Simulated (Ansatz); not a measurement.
# In3As (Pm-3m) in Ansatz: notebook

Runs on In3As. Level: PBE. Tasks: relaxation of cell and atoms.

Everything below comes from runs of Ansatz 0.2.0. Logs are shortened: lines on timing, memory, paths and dates and some standing lists are left out, and cuts for length are marked.

### 1 Starting point

Symmetry: Pm-3m, No. 221, cubic system. The conventional cell has a = 4.672 Å, b = 4.672 Å, c = 4.672 Å, α = 90.00°, β = 90.00°, γ = 90.00°. In (site symmetry 4/mmm) has 8 In at 3.30 Å and 4 As at 3.30 Å as nearest neighbours. Around As (site symmetry m-3m) lie 12 In at 3.30 Å.

The cell comes from a database or a generator and needn't be the stable form of this composition.

### 2 Relaxation of cell and atoms, PBE

Contents of input.yaml:

```yaml
crystal:
  lattice:
    - [4.671681, 0.0, 0.0]
    - [0.0, 4.671681, 0.0]
    - [0.0, 0.0, 4.671681]
  atoms:
    - { symbol: In, position: [0.5, 0.5, 0.0] }
    - { symbol: In, position: [0.5, 0.0, 0.5] }
    - { symbol: In, position: [0.0, 0.5, 0.5] }
    - { symbol: As, position: [0.0, 0.0, 0.0] }
hamiltonian:
  xc: pbe
  pseudopotentials: { kind: paw, source: ansatz }
kpoints:
  mp_grid: { grid: [6, 6, 6] }
scf:
  occupations: { method: fermi_dirac, width: 0.05 }
output:
  forces: true
  stress: true
  eigenvalues: true
relax:
  f_tol: 0.01
  max_steps: 40
  cell: { stress_tol: 0.05 }
```

Potentials or basis: Ansatz PAW earlier set.

Command:

```sh
> ansatz run input.yaml --threads 2 --pin off --max-ram 5632MiB --backend cpu --events-out ev --progress --plain --runs-dir out
```

The program printed:

```text
Warning: RAYON_NUM_THREADS=2 ignored (pool sized by the plan → 2); use --threads N
Engine: ansatz 0.2.0, x86_64-unknown-linux-gnu
Pseudopotentials: kind: paw
Pseudopotential: In, paw, valence charge 21, recommended cutoff 710 eV (normal), In.paw.azcp
Pseudopotential: As, paw, valence charge 15, recommended cutoff 550 eV (normal), As.paw.azcp
Functional definition: PBE
  parameter kappa = 0.804
  parameter beta = 0.06672455060314922
  exchange = pbe_x(kappa = kappa, mu = beta*pi^2/3)
  correlation = pbe_c(beta = beta)
Crystal: 4 atoms, lattice volume = 101.958 Å³
Basis set: ecut = 710 eV, 4385 PW (Γ), exchange–correlation on 90×90×90 points (8 copies of the dense FFT grid, shifted against one another)
Bands: 47, of which v1, the nominal top of the filled ones, is band 39 counted from 1 (38 counted from 0)
Symmetry: 48 space group operations
Space group: Pm-3m (ITA 221), of the structure as read, at distance tolerance 4.7e-5 Å
k-points: 20 of 216
Non-local potential: In, projectors of the file, l = 0: 3, l = 1: 3, l = 2: 2, l = 3: 2
Non-local potential: As, projectors of the file, l = 0: 2, l = 1: 2, l = 2: 3, l = 3: 1
PAW form: soft (Blöchl's): semilocal exchange-correlation on the pseudo side does not see the compensation charge
PAW one-centre angular grid: In, 590 points (default); XC on 64 Gauss nodes
PAW one-centre angular grid: As, 590 points (default); XC on 64 Gauss nodes
Initial density: superposition of atomic densities (chi_scale 0.1, normalization cell, long waves kept (reshape's long-wave potential 0.01 eV rms))
Initial wavefunctions: pseudopotential atomic-orbital guess
Functional: x = pbe(κ = 0.804, μ = 0.2195149727645171), c = pbe(β = 0.06672455060314922)
SCF iter   1: F=—  HF=-31757.856982 eV  |F-HF|=—  |Δ(HF+E_count)|=         —  Δρ=2.26e-2  dr2=1.10e0  ethr=3.10e-3  ⟨swp⟩=5.0  Hψ=2960  notcnv=0  defer=5
preconditioner: auto → Kerker (q_TF=auto, 2.609 Å⁻¹)  [metal: Δε(μ)=0.100 eV  Ē_g=15.062 eV  σ=0.050 eV  W_gap=0.43  n_scr=26 (ndim 8)  ℏωp=24.4 eV  f_vac=0.000  D(μ)=2.55/eV (n_scr^D=18)]
SCF iter   2: F=—  HF=-31757.640118 eV  |F-HF|=—  |Δ(HF+E_count)|=   2.17e-1  Δρ=1.14e-2  dr2=2.38e-1  ethr=1.41e-3  ⟨swp⟩=2.2  Hψ=1505  notcnv=0  defer=36
SCF iter   3: F=—  HF=-31757.560750 eV  |F-HF|=—  |Δ(HF+E_count)|=   7.94e-2  Δρ=5.22e-3  dr2=3.75e-2  ethr=3.06e-4  ⟨swp⟩=2.3  Hψ=1561  notcnv=0  defer=39
SCF iter   4: F=—  HF=-31757.546350 eV  |F-HF|=—  |Δ(HF+E_count)|=   1.44e-2  Δρ=1.24e-3  dr2=2.18e-3  ethr=4.80e-5  ⟨swp⟩=2.0  Hψ=1573  notcnv=0  defer=39
SCF iter   5: F=—  HF=-31757.545906 eV  |F-HF|=—  |Δ(HF+E_count)|=   4.45e-4  Δρ=5.07e-4  dr2=4.01e-4  ethr=2.80e-6  ⟨swp⟩=2.0  Hψ=1450  notcnv=0  defer=39
SCF iter   6: F=—  HF=-31757.545852 eV  |F-HF|=—  |Δ(HF+E_count)|=   5.35e-5  Δρ=2.20e-4  dr2=5.15e-5  ethr=5.15e-7  ⟨swp⟩=2.0  Hψ=1021  notcnv=0  defer=39
SCF iter   7: F=—  HF=-31757.545698 eV  |F-HF|=—  |Δ(HF+E_count)|=   1.54e-4  Δρ=2.01e-4  dr2=1.74e-5  ethr=6.60e-8  ⟨swp⟩=2.0  Hψ=1649  notcnv=0  defer=39
SCF iter   8: F=—  HF=-31757.545695 eV  |F-HF|=—  |Δ(HF+E_count)|=   3.04e-6  Δρ=2.82e-5  dr2=1.12e-6  ethr=2.22e-8  ⟨swp⟩=2.0  Hψ=1239  notcnv=0  defer=39
SCF iter   9: F=-31757.545694 eV  HF=-31757.545694 eV  |F-HF|=2.81e-8  |Δ(HF+E_count)|=   1.84e-7  Δρ=8.69e-6  dr2=6.56e-8  ethr=1.28e-10  ⟨swp⟩=8.4  Hψ=4409  notcnv=0
SCF 1 converged in 9 iterations: F = -31757.545694 eV  dr2 = 6.56e-8
relax step   1: F+E_penalty+E_count = -31757.54569439 eV  Δ(F+E_penalty+E_count) = +0.000e0 eV  max|allowed force component| = 1.404e-28 eV/Å  Δτ_max = 0.0000 Å  P = +0.600 GPa  Ω = 101.958 Å³  (9 SCF iters, dr2 threshold 1.00e-7 eV, accepted)
Crystal: 4 atoms, lattice volume = 103.504 Å³
Basis set: ecut = 710 eV, 4457 PW (Γ), exchange–correlation on 90×90×90 points (8 copies of the dense FFT grid, shifted against one another)
Initial density: handed on by an earlier stage of this run
Initial wavefunctions: those handed on with the density
iter 1 solved again at ethr=6.38e-7 eV; its pass at ethr=3.10e-3 eV (dr2=4.97e-4 eV) is discarded
SCF iter   1: F=—  HF=-31757.548636 eV  |F-HF|=—  |Δ(HF+E_count)|=         —  Δρ=4.16e-4  dr2=5.08e-4  ethr=6.38e-7  ⟨swp⟩=2.0  Hψ=4413  notcnv=0
preconditioner: auto → Kerker (q_TF=auto, 2.603 Å⁻¹)  [metal: Δε(μ)=0.026 eV  Ē_g=14.947 eV  σ=0.050 eV  W_gap=0.13  n_scr=26 (ndim 8)  ℏωp=24.2 eV  f_vac=0.000  D(μ)=1.82/eV (n_scr^D=6)]
SCF iter   2: F=—  HF=-31757.548565 eV  |F-HF|=—  |Δ(HF+E_count)|=   7.11e-5  Δρ=2.27e-4  dr2=1.60e-4  ethr=6.38e-7  ⟨swp⟩=1.2  Hψ=945  notcnv=0
SCF iter   3: F=—  HF=-31757.548391 eV  |F-HF|=—  |Δ(HF+E_count)|=   1.73e-4  Δρ=9.45e-5  dr2=1.79e-5  ethr=2.05e-7  ⟨swp⟩=2.0  Hψ=1457  notcnv=0
SCF iter   4: F=—  HF=-31757.548386 eV  |F-HF|=—  |Δ(HF+E_count)|=   4.95e-6  Δρ=3.41e-5  dr2=2.57e-6  ethr=2.30e-8  ⟨swp⟩=2.0  Hψ=1483  notcnv=0
SCF iter   5: F=—  HF=-31757.548386 eV  |F-HF|=—  |Δ(HF+E_count)|=   6.22e-7  Δρ=1.62e-5  dr2=4.93e-7  ethr=3.30e-9  ⟨swp⟩=2.0  Hψ=1484  notcnv=0
SCF iter   6: F=-31757.548386 eV  HF=-31757.548386 eV  |F-HF|=1.76e-8  |Δ(HF+E_count)|=   1.23e-7  Δρ=9.54e-6  dr2=4.69e-8  ethr=5.13e-10  ⟨swp⟩=4.2  Hψ=3012  notcnv=0
SCF 2 converged in 6 iterations: F = -31757.548386 eV  dr2 = 4.69e-8
relax step   2: F+E_penalty+E_count = -31757.54838551 eV  Δ(F+E_penalty+E_count) = -2.691e-3 eV  max|allowed force component| = 1.067e-28 eV/Å  Δτ_max = 0.0000 Å  P = -0.028 GPa  Ω = 103.504 Å³  energy of the carried Pulay correction = -2.800e-5 eV  (6 SCF iters, dr2 threshold 4.00e-7 eV, accepted)
Initial wavefunctions: pseudopotential atomic-orbital guess (no wavefunctions were taken with the density)
iter 1 solved again at ethr=5.32e-9 eV; its pass at ethr=3.10e-3 eV (dr2=4.15e-6 eV) is discarded
SCF iter   1: F=—  HF=-31757.547687 eV  |F-HF|=—  |Δ(HF+E_count)|=         —  Δρ=2.47e-4  dr2=8.21e-7  ethr=5.32e-9  ⟨swp⟩=4.2  Hψ=6204  notcnv=0
preconditioner: auto → Kerker (q_TF=auto, 2.603 Å⁻¹)  [metal: Δε(μ)=0.022 eV  Ē_g=14.945 eV  σ=0.050 eV  W_gap=0.11  n_scr=26 (ndim 8)  ℏωp=24.2 eV  f_vac=0.000  D(μ)=1.83/eV (n_scr^D=6)]
SCF iter   2: F=—  HF=-31757.548233 eV  |F-HF|=—  |Δ(HF+E_count)|=   5.46e-4  Δρ=1.25e-4  dr2=2.11e-7  ethr=1.05e-9  ⟨swp⟩=2.0  Hψ=1047  notcnv=0
SCF iter   3: F=—  HF=-31757.548419 eV  |F-HF|=—  |Δ(HF+E_count)|=   1.86e-4  Δρ=2.76e-6  dr2=2.23e-9  ethr=2.70e-10  ⟨swp⟩=1.8  Hψ=981  notcnv=0
SCF iter   4: F=—  HF=-31757.548419 eV  |F-HF|=—  |Δ(HF+E_count)|=   6.47e-8  Δρ=8.24e-7  dr2=7.96e-10  ethr=2.86e-12  ⟨swp⟩=2.0  Hψ=1483  notcnv=0
SCF iter   5: F=—  HF=-31757.548419 eV  |F-HF|=—  |Δ(HF+E_count)|=   1.56e-9  Δρ=3.50e-7  dr2=2.31e-10  ethr=1.02e-12  ⟨swp⟩=2.0  Hψ=1477  notcnv=0
SCF iter   6: F=—  HF=-31757.548419 eV  |F-HF|=—  |Δ(HF+E_count)|=  1.20e-10  Δρ=1.81e-7  dr2=4.77e-11  ethr=1.00e-12  ⟨swp⟩=1.0  Hψ=940  notcnv=0
SCF iter   7: F=-31757.548419 eV  HF=-31757.548419 eV  |F-HF|=2.18e-11  |Δ(HF+E_count)|=  1.75e-10  Δρ=7.15e-8  dr2=3.60e-12  ethr=1.00e-12  ⟨swp⟩=4.0  Hψ=2724  notcnv=0
SCF 3 converged in 7 iterations: F = -31757.548419 eV  dr2 = 3.60e-12
relax step   3: F+E_penalty+E_count = -31757.54841916 eV  Δ(F+E_penalty+E_count) = -3.365e-5 eV  max|allowed force component| = 1.067e-28 eV/Å  Δτ_max = 0.0000 Å  P = -0.027 GPa  Ω = 103.504 Å³  stress off target by 2.69e-2 GPa  SCF on the basis re-selected at this cell (its energy is not comparable with the rows above)  (7 SCF iters)
basis re-selected at this cell: Δ(F+E_penalty+E_count) = -3.365e-5 eV, ΔP = +0.001 GPa vs the last step (what re-selecting the basis moved, of the pressure what is left beyond the Pulay correction that the steps carried, after the strain that the cell walked since its last selection, with what the two solves' SCF thresholds leave and, on support functions, any second-order correction that the steps lacked; it is no measure of the basis error at this ecutwfc). This SCF's stress stands 2.69e-2 GPa from its target on what of the cell is left free (relax.cell.stress_tol is 5.00e-2 GPa) and its largest allowed force component is 1.07e-28 eV/Å (relax.f_tol is 1.00e-2 eV/Å): within both
SCF converged after 7 iterations
Free energy (F): -31757.548419 eV
Harris-Foulkes:  -31757.548419 eV  (|F-HF|=2.18e-11)
Internal energy: -31757.533421 eV  (E = F + TS)
E sigma→0 (E₀):  -31757.540920 eV
Entropy (-TS):   -0.014999 eV (-3.750 meV/atom)
Fermi energy:    11.073425 eV
--- Per-component energies (eV) ---
  E_band       = -2000.569877
  E_kinetic    = 2862.460015
  E_local      = -19360.748921  (includes V_loc(G=0)·N_el)
  E_nonlocal   = 4518.522756
  E_hartree    = 6769.498566
  E_xc         = -840.332709
  E_vxc        = -1013.242799  (∫ρ·V_xc dr)
  E_paw        = -14919.957017  (= ΣΔE_a)
  E_vpaw       = -2546.558244  (= ΣTr[D̂ρ^β])
  E_aug_tail   = 0.000425  (compensation charges beyond the density's cutoff)
  E_ewald      = -10786.976535
  E_smearing   = -0.014999  (= −TS)
  E_closure    = 0.000000  (closes the sum)
  Σ components = -31757.548419   (vs F -31757.548419, Δ=0.00e0)
--- Forces (eV/Å), atoms counted from 1 ---
  atom   1  In     0.00000000    -0.00000000    -0.00000000
  atom   2  In    -0.00000000     0.00000000    -0.00000000
  atom   3  In     0.00000000     0.00000000     0.00000000
  atom   4  As     0.00000000    -0.00000000    -0.00000000
  max |Σ_I F_I| component: 1.12e-28 eV/Å
--- Stress (GPa, compression-positive) ---
       -0.026884      -0.000000       0.000000
       -0.000000      -0.026884       0.000000
        0.000000       0.000000      -0.026884
  P = ⅓ Tr σ = -0.0269 GPa (-0.269 kbar)
--- Band table (eV; the first three rows and the last of 20) ---
  k-point 0: bands = ["-104.2477", "-104.2473", "-104.2473", "-62.7293", "-62.7293", "-62.7293", "-62.7114", "-62.7114", "-62.7114", "-62.7113", "-62.7113", "-62.7113", "-24.3102", "-24.3102", "-24.3102", "-24.3102", "-24.3102", "-3.5759", "-3.5646", "-3.5646", "-3.5646", "-3.3971", "-3.3971", "-3.2432", "-3.2432", "-3.2432", "-3.1882", "-3.1882", "-3.0882", "-3.0588", "-3.0588", "-3.0588", "-0.0080", "4.8551", "8.3075", "8.3075", "8.3075", "9.1940", "9.1940", "13.1681", "13.1681", "13.1681", "15.6376", "15.6376", "15.6376", "17.0311", "18.3460"]
  k-point 1: bands = ["-104.2477", "-104.2473", "-104.2473", "-62.7292", "-62.7292", "-62.7292", "-62.7115", "-62.7115", "-62.7115", "-62.7113", "-62.7113", "-62.7113", "-24.3102", "-24.3102", "-24.3102", "-24.3102", "-24.3102", "-3.5597", "-3.5505", "-3.5355", "-3.5355", "-3.3933", "-3.3776", "-3.2482", "-3.2462", "-3.2462", "-3.2069", "-3.1877", "-3.1042", "-3.0949", "-3.0949", "-3.0587", "0.1117", "4.5745", "7.3415", "8.5122", "8.5122", "9.3185", "10.7018", "12.7484", "12.8301", "12.8301", "14.5505", "15.2120", "15.2120", "17.7371", "18.4704"]
  k-point 2: bands = ["-104.2476", "-104.2474", "-104.2473", "-62.7291", "-62.7291", "-62.7290", "-62.7118", "-62.7115", "-62.7115", "-62.7114", "-62.7114", "-62.7113", "-24.3102", "-24.3102", "-24.3102", "-24.3102", "-24.3101", "-3.5493", "-3.4877", "-3.4543", "-3.4543", "-3.3840", "-3.3285", "-3.2586", "-3.2586", "-3.2580", "-3.2580", "-3.1875", "-3.1840", "-3.1840", "-3.1456", "-3.0587", "0.4048", "3.8786", "6.8466", "9.0699", "9.0699", "9.6342", "11.3474", "11.8144", "11.8144", "13.1941", "13.6655", "15.3433", "15.3433", "18.0367", "18.2044"]
  k-point 19: bands = ["-104.2474", "-104.2474", "-104.2474", "-62.7333", "-62.7267", "-62.7267", "-62.7138", "-62.7138", "-62.7138", "-62.7094", "-62.7094", "-62.7094", "-24.3103", "-24.3103", "-24.3103", "-24.3100", "-24.3100", "-3.4980", "-3.4660", "-3.4660", "-3.4660", "-3.4087", "-3.4087", "-3.4087", "-3.2342", "-3.2342", "-3.2342", "-3.1985", "-3.1985", "-3.0890", "-3.0890", "-3.0890", "1.4099", "6.9085", "6.9085", "6.9085", "7.2372", "7.2372", "7.2372", "7.8004", "15.7411", "15.7411", "15.7411", "19.7537", "19.7537", "20.1091", "20.1091"]
--- Relaxed structure (2 steps of the walk, 2 accepted, 1 SCFs on fresh bases) ---
  F+E_penalty+E_count = -31757.54841916 eV   max|allowed force component| = 1.067e-28 eV/Å   (the final SCF, on the basis selected at the relaxed cell)
  cell:  # Å, volume = 103.5041 Å³
    - [4.695182463086049, -2.407412430484045e-34, -3.209883240645393e-35]
    - [1.6049416203226965e-35, 4.695182463086049, 0.0]
    - [-3.209883240645393e-35, 0.0, 4.695182463086049]
  atoms:
    - { symbol: In, position: [0.5, 0.5, 5.9047126932032246e-37] }
    - { symbol: In, position: [0.5, -4.0259404726385355e-37, 0.5] }
    - { symbol: In, position: [4.455374123053343e-36, 0.5, 0.5] }
    - { symbol: As, position: [-4.348015710449649e-36, -4.025940472638564e-37, -4.831128567166276e-37] }
```

Run time: 5.2 s. Hardware: 2 threads of AMD EPYC 9R45 (Zen 5), shared host; peak memory 0.63 GiB.

Results:

```
Free energy                            : -31757.5484 eV
Relaxed volume                         : 25.88 Å³/atom
Relaxed cell                           : a = 4.695 Å, b = 4.695 Å, c = 4.695 Å, α = 90.00°, β = 90.00°, γ = 90.00°
Space group after relaxing (to 0.05 Å) : Pm-3m (No. 221)
Energy gained by relaxing              : 0.7 meV/atom
Ionic steps                            : 3
Pressure after relaxing                : 0.0 GPa
Band gap on the k mesh                 : none (metal or under the smearing width)
```

The path:
```csv
step,energy change (eV),largest force (eV/Å),volume (Å³)
1,0.0000,0.0000,101.96
2,-0.0027,0.0000,103.50
3,-0.0027,0.0000,103.50
```

Final structure:
```xyz
4
Lattice="4.6952 0.0000 0.0000 0.0000 4.6952 0.0000 0.0000 0.0000 4.6952" Properties=species:S:1:pos:R:3 pbc="T T T"
In    2.3476    2.3476    0.0000
In    2.3476    0.0000    2.3476
In    0.0000    2.3476    2.3476
As    0.0000    0.0000    0.0000
```

Caveat: the plane-wave basis is chosen anew once the cell has moved, so the energies of steps on either side of that aren't comparable.

### 3 Relaxation of cell and atoms, PBE

Changes to input.yaml since step 2:

```diff
@@ -12,3 +12,3 @@
   xc: pbe
-  pseudopotentials: { kind: paw, source: ansatz }
+  pseudopotentials: { kind: nc }
 kpoints:
@@ -21,2 +21,6 @@
   eigenvalues: true
+  write_density: true
+  write_potential: true
+  elf: true
+  volumetric_format: npy
 relax:
```

Potentials or basis: Ansatz NC.

Command:

```sh
> ansatz run input.yaml --threads 2 --pin off --max-ram 5632MiB --backend cpu --events-out ev --progress --plain --runs-dir out
```

Run time: 7.7 s. Hardware: 2 threads of AMD EPYC 9R45 (Zen 5), shared host; peak memory 0.67 GiB.

Results (log left out):

```
Free energy                            : -8308.8916 eV
Relaxed volume                         : 25.86 Å³/atom
Relaxed cell                           : a = 4.694 Å, b = 4.694 Å, c = 4.694 Å, α = 90.00°, β = 90.00°, γ = 90.00°
Space group after relaxing (to 0.05 Å) : Pm-3m (No. 221)
Energy gained by relaxing              : 0.6 meV/atom
Ionic steps                            : 3
Pressure after relaxing                : 0.0 GPa
Band gap on the k mesh                 : none (metal or under the smearing width)
```

Step by step:
```tsv
step	energy change (eV)	largest force (eV/Å)	volume (Å³)
1	0.0000	0.0000	101.96
2	-0.0024	0.0000	103.44
3	-0.0025	0.0000	103.44
```

Final structure:
```cif
data_structure
_symmetry_space_group_name_H-M 'P 1'
_symmetry_Int_Tables_number 1
_cell_length_a 4.6942
_cell_length_b 4.6942
_cell_length_c 4.6942
_cell_angle_alpha 90.000
_cell_angle_beta 90.000
_cell_angle_gamma 90.000
_cell_volume 103.44
loop_
_atom_site_label
_atom_site_type_symbol
_atom_site_fract_x
_atom_site_fract_y
_atom_site_fract_z
_atom_site_occupancy
In1 In 0.50000 0.50000 0.00000 1
In2 In 0.50000 0.00000 0.50000 1
In3 In 0.00000 0.50000 0.50000 1
As1 As 0.00000 0.00000 0.00000 1
```

Levels at points of the mesh, in eV from the Fermi level:
```tsv
k point	band 25	band 26	band 27	band 28	band 29	band 30
(0.00, 0.00, 0.00)	-2.77	-1.88	-1.88	2.10	2.10	2.10
(0.00, 0.00, -0.50)	-1.52	-1.22	0.02	0.02	0.05	1.53
(0.00, -0.50, -0.50)	-0.71	-0.33	0.45	0.45	1.75	1.99
(-0.50, -0.50, -0.50)	-3.84	-3.84	-3.84	-3.28	4.67	4.67
```

Caveat: the plane-wave basis is chosen anew once the cell has moved, so the energies of steps on either side of that aren't comparable.
